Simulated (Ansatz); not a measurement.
# CH₅BN₂Zn: small, medium and large basis sets

The task here is to estimate one member of a computed series from the others.

Method: one geometry, several basis sets; program: Ansatz 0.2.0, Gaussian basis.

The runs, in order: PBE0-D4/def2-SVP; ωB97M-V/def2-SVP; PBE0-D4/def2-QZVPP; ωB97M-V/def2-QZVPP; the functionals' def2-TZVPP values are taken from earlier runs.

## Structure used throughout

All runs share one geometry, relaxed beforehand with PBE0-D4 in a triple-zeta def2 set.

SMILES `B[N]1C[NH][Zn]1`, 10 atoms, charge 0, spin multiplicity 1.

Atoms are counted from 1 here; the program's logs count them from 0.

Bond lengths: B1–N2 1.377 Å, B1–H6 1.201 Å, B1–H7 1.206 Å, N2–C3 1.484 Å, N2–Zn5 1.907 Å, C3–N4 1.468 Å, C3–H8 1.096 Å, C3–H9 1.098 Å, N4–Zn5 1.905 Å, N4–H10 1.012 Å. Angles: N2–B1–H6 119.4°, N2–B1–H7 120.4°, H6–B1–H7 120.2°, B1–N2–C3 127.0°, B1–N2–Zn5 146.9°, C3–N2–Zn5 86.0°, N2–C3–N4 108.3°, N2–C3–H8 110.2°, N2–C3–H9 107.4°, N4–C3–H8 112.5°, N4–C3–H9 109.1°, H8–C3–H9 109.3°, C3–N4–Zn5 86.5°, C3–N4–H10 112.3°, Zn5–N4–H10 122.4°, N2–Zn5–N4 77.8°.

Coordinates:

```mol
CH5BN2Zn
  3D, bonds by distance, orders not assigned

 10 10  0  0  0  0  0  0  0  0999 V2000
   -1.6567    0.7960    0.0064 B   0  0
   -0.3245    0.5402   -0.2316 N   0  0
    0.4660   -0.6143    0.2625 C   0  0
    1.8879   -0.3332    0.0268 N   0  0
    1.3021    1.1462   -1.0201 Zn  0  0
   -2.1665    1.7683   -0.4818 H   0  0
   -2.3070    0.0524    0.6976 H   0  0
    0.1340   -1.5372   -0.2274 H   0  0
    0.2901   -0.6946    1.3434 H   0  0
    2.3747   -1.1238   -0.3759 H   0  0
  1  2  8  0
  2  3  8  0
  3  4  8  0
  4  5  8  0
  1  6  8  0
  1  7  8  0
  3  8  8  0
  3  9  8  0
  4 10  8  0
  2  5  8  0
M  END
```

Set-up of the first run:

Input file in.yaml:

```yaml
crystal:
  periodic: [false, false, false]
  atoms:
    - {symbol: B, position_ang: [-1.656750, 0.796026, 0.006428]}
    - {symbol: N, position_ang: [-0.324514, 0.540166, -0.231593]}
    - {symbol: C, position_ang: [0.465983, -0.614259, 0.262511]}
    - {symbol: N, position_ang: [1.887928, -0.333248, 0.026822]}
    - {symbol: Zn, position_ang: [1.302051, 1.146235, -1.020127]}
    - {symbol: H, position_ang: [-2.166471, 1.768251, -0.481848]}
    - {symbol: H, position_ang: [-2.306999, 0.052408, 0.697643]}
    - {symbol: H, position_ang: [0.134015, -1.537208, -0.227371]}
    - {symbol: H, position_ang: [0.290062, -0.694579, 1.343397]}
    - {symbol: H, position_ang: [2.374684, -1.123793, -0.375873]}
basis:
  gaussian: {orbitals: def2-SVP}
hamiltonian: {xc: pbe0, dispersion: d4}
output: {orbitals: {seedname: orbitals}}
```

Steps of the session up to this table: PBE0-D4 in def2-SVP; ωB97M-V in def2-SVP; PBE0-D4 in def2-QZVPP; ωB97M-V in def2-QZVPP.

One table of the session follows, with a row left open; its other results are not shown here.

It belongs to the step «Density functionals: the series». 

```
functional       basis  HOMO (eV)  LUMO (eV)
   PBE0-D4    def2-SVP      -6.12      -2.92
   PBE0-D4  def2-TZVPP      -6.45      -3.17
   PBE0-D4  def2-QZVPP      -6.46      -3.17
   ωB97M-V    def2-SVP      -8.38      -1.19
   ωB97M-V  def2-TZVPP          ?          ?
   ωB97M-V  def2-QZVPP      -8.73      -1.54
```

**Question.** Estimate the row for ωB97M-V, def2-TZVPP.

The run gave: HOMO (eV): -8.71; LUMO (eV): -1.50. In the column «HOMO (eV)» it lies between ωB97M-V, def2-QZVPP (-8.73) and ωB97M-V, def2-SVP (-8.38).
